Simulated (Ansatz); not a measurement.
# CH6AlNOS: how energies converge with the basis set

Aim: see how fast density functionals converge with the basis set for CH6AlNOS.

The runs use Ansatz 0.2.0, Gaussian basis; one geometry, several basis sets.

The runs, in order: PBE0-D4/def2-SVP; ωB97M-V/def2-SVP; PBE0-D4/def2-QZVPP; ωB97M-V/def2-QZVPP; the functionals' def2-TZVPP values are taken from earlier runs.

**1. The geometry**

The geometry comes from an earlier relaxation with PBE0-D4 in a triple-zeta def2 set; it is a stationary point, not always the lowest conformer.

11 atoms, charge 0, spin multiplicity 1.

Atoms are counted from 1 here; the program's logs count them from 0.

Bond lengths: N1–C2 1.470 Å, N1–H6 1.012 Å, N1–H7 1.012 Å, C2–Al3 1.971 Å, C2–H8 1.096 Å, C2–H9 1.096 Å, Al3–O4 1.693 Å, Al3–S5 2.194 Å, O4–H10 0.955 Å, S5–H11 1.345 Å. Angles: C2–N1–H6 111.2°, C2–N1–H7 111.2°, H6–N1–H7 106.8°, N1–C2–Al3 118.0°, N1–C2–H8 108.2°, N1–C2–H9 108.3°, Al3–C2–H8 108.9°, Al3–C2–H9 108.9°, H8–C2–H9 103.5°, C2–Al3–O4 120.8°, C2–Al3–S5 120.1°, O4–Al3–S5 119.0°, Al3–O4–H10 125.5°, Al3–S5–H11 91.8°.

**2. PBE0-D4 in def2-SVP**

Input file in.yaml:

```yaml
crystal:
  periodic: [false, false, false]
  atoms:
    - {symbol: N, position_ang: [-0.780560, -1.237446, 1.217149]}
    - {symbol: C, position_ang: [0.423657, -0.981519, 0.414271]}
    - {symbol: Al, position_ang: [0.476700, 0.659380, -0.675777]}
    - {symbol: O, position_ang: [1.832635, 1.031347, -1.619078]}
    - {symbol: S, position_ang: [-1.232736, 2.035058, -0.679624]}
    - {symbol: H, position_ang: [-1.603966, -1.299427, 0.631803]}
    - {symbol: H, position_ang: [-0.946168, -0.488209, 1.877211]}
    - {symbol: H, position_ang: [0.591912, -1.846695, -0.237159]}
    - {symbol: H, position_ang: [1.291295, -0.991643, 1.083820]}
    - {symbol: H, position_ang: [1.929006, 1.805433, -2.170237]}
    - {symbol: H, position_ang: [-1.916474, 1.256621, 0.178218]}
basis:
  gaussian: {orbitals: def2-SVP}
hamiltonian: {xc: pbe0, dispersion: d4}
output: {orbitals: {seedname: orbitals}}
```

Command:

```bash
$ ansatz run in.yaml --threads 4 --pin off --events-out ev --progress --plain --max-ram 10444MiB
```

Further steps of the session: ωB97M-V in def2-SVP; PBE0-D4 in def2-QZVPP; ωB97M-V in def2-QZVPP.

**Question.** What will the summary of the whole plan be? Wanted: PBE0-D4: double and triple zeta above quadruple; ωB97M-V: double and triple zeta above quadruple.

As calculated:

```
                                       quantity           value
PBE0-D4: double and triple zeta above quadruple  12.63, 0.82 eV
ωB97M-V: double and triple zeta above quadruple  12.75, 0.79 eV
```

In words: PBE0-D4 gains 11.81 eV from double to triple zeta, then 0.82 eV more. Total energies overstate the basis error of differences, where much of it tends to cancel. The LUMO of ωB97M-V is positive and keeps falling with the basis (1.57 to 0.72 eV): an unbound level that the basis holds in place.
